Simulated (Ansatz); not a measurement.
# C₂H₇FGeOS: one species, many methods

Aim: compute C₂H₇FGeOS with functionals from several rungs and with coupled cluster. The yardstick is the atomisation energy at the CCSD(T) limit.

Program: Ansatz 0.2.0, Gaussian basis. Level of theory: functionals in def2-TZVPP, the program's frozen cores in correlated methods. These are calculated values, not measurements.

Plan: PBE-D4, r2SCAN-D4, PBE0-D4, B3LYP-D4, ωB97X-V, ωB97M-V, B2PLYP; CCSD(T)/def2-TZVPP; MP2/def2-QZVPP; extrapolation to the limit.

### 1 The relaxed structure

The geometry comes from an earlier relaxation with PBE0-D4 in a triple-zeta def2 set; it is a stationary point, not always the lowest conformer.

SMILES `C[O][GeH]([F])[S]C`, 13 atoms, charge 0, spin multiplicity 1.

Atoms are counted from 1 here; the program's logs count them from 0.

Bond lengths: C1–O2 1.416 Å, C1–H7 1.091 Å, C1–H8 1.094 Å, C1–H9 1.095 Å, O2–Ge3 1.752 Å, Ge3–F4 1.744 Å, Ge3–S5 2.195 Å, Ge3–H10 1.529 Å, S5–C6 1.819 Å, C6–H11 1.088 Å, C6–H12 1.089 Å, C6–H13 1.089 Å. Angles: O2–C1–H7 107.4°, O2–C1–H8 111.3°, O2–C1–H9 112.0°, H7–C1–H8 108.8°, H7–C1–H9 108.6°, H8–C1–H9 108.7°, C1–O2–Ge3 120.9°, O2–Ge3–F4 108.8°, O2–Ge3–S5 110.0°, O2–Ge3–H10 107.5°, F4–Ge3–S5 106.0°, F4–Ge3–H10 106.3°, S5–Ge3–H10 117.9°, Ge3–S5–C6 98.8°, S5–C6–H11 110.9°, S5–C6–H12 106.0°, S5–C6–H13 111.4°, H11–C6–H12 109.3° and more.

### 2 PBE-D4 (GGA)

Input file in.yaml:

```yaml
crystal:
  periodic: [false, false, false]
  atoms:
    - {symbol: C, position_ang: [-1.077584, 1.945547, 1.219041]}
    - {symbol: O, position_ang: [-0.184489, 2.030090, 0.123674]}
    - {symbol: Ge, position_ang: [0.289274, 0.595805, -0.763330]}
    - {symbol: F, position_ang: [-1.136671, -0.132297, -1.455705]}
    - {symbol: S, position_ang: [1.122632, -0.898259, 0.612670]}
    - {symbol: C, position_ang: [0.961783, -2.370967, -0.442776]}
    - {symbol: H, position_ang: [-1.111987, 2.930099, 1.688630]}
    - {symbol: H, position_ang: [-2.086154, 1.677229, 0.889576]}
    - {symbol: H, position_ang: [-0.745991, 1.214340, 1.963812]}
    - {symbol: H, position_ang: [1.154665, 1.047076, -1.939759]}
    - {symbol: H, position_ang: [-0.066546, -2.499453, -0.774216]}
    - {symbol: H, position_ang: [1.248700, -3.218722, 0.178309]}
    - {symbol: H, position_ang: [1.632367, -2.320488, -1.299927]}
basis:
  gaussian: {orbitals: def2-TZVPP}
hamiltonian: {xc: pbe, dispersion: d4}
output: {forces: true, orbitals: {seedname: orbitals}}
```

Command:

```console
$ ansatz run in.yaml --threads 2 --pin off --events-out ev --progress --plain --max-ram 32768MiB --backend cuda --devices 0, --max-vram 18GiB
```

The runs that follow: r2SCAN-D4 (meta-GGA); PBE0-D4 (hybrid); B3LYP-D4 (hybrid); ωB97X-V (range-separated); ωB97M-V (range-separated); B2PLYP (double hybrid); CCSD(T) in def2-TZVPP; MP2 in def2-QZVPP.

Before running them: what should the planned runs give, taken together? Wanted: atomisation energy, CCSD(T)/CBS; farthest; mean size of error, hybrid; mean size of error, range-separated; gap, smallest and largest; T1 diagnostic; triples share of the correlation energy.

The runs gave:

```
                               quantity                                           value
        atomisation energy, CCSD(T)/CBS                                       48.664 eV
    functionals within 0.487 eV (1.0 %)  r2SCAN-D4, PBE0-D4, B3LYP-D4, ωB97X-V, ωB97M-V
                               farthest                              B2PLYP (-0.749 eV)
             mean size of error, hybrid                                        0.301 eV
    mean size of error, range-separated                                        0.095 eV
              gap, smallest and largest            4.90 eV (PBE-D4), 11.57 eV (ωB97X-V)
                          T1 diagnostic                                          0.0118
triples share of the correlation energy                                           3.7 %
```

**Reading.** PBE-D4 is off by +0.717 eV. Double hybrids carry the basis error of their MP2 part in triple zeta, and no dispersion term here, so their miss is partly the set-up's. The reference freezes the cores and leaves out relativity and excitations past (T), and its outer-core shells are covered unevenly, so misses under about 0.487 eV can't be ranked. Hartree-Fock recovers 72 % of the binding; the rest is correlation. Orbital gaps span 4.9 to 11.6 eV; exact exchange widens them. Correlated methods include outer-core shells of Ge, which these sets cover unevenly.
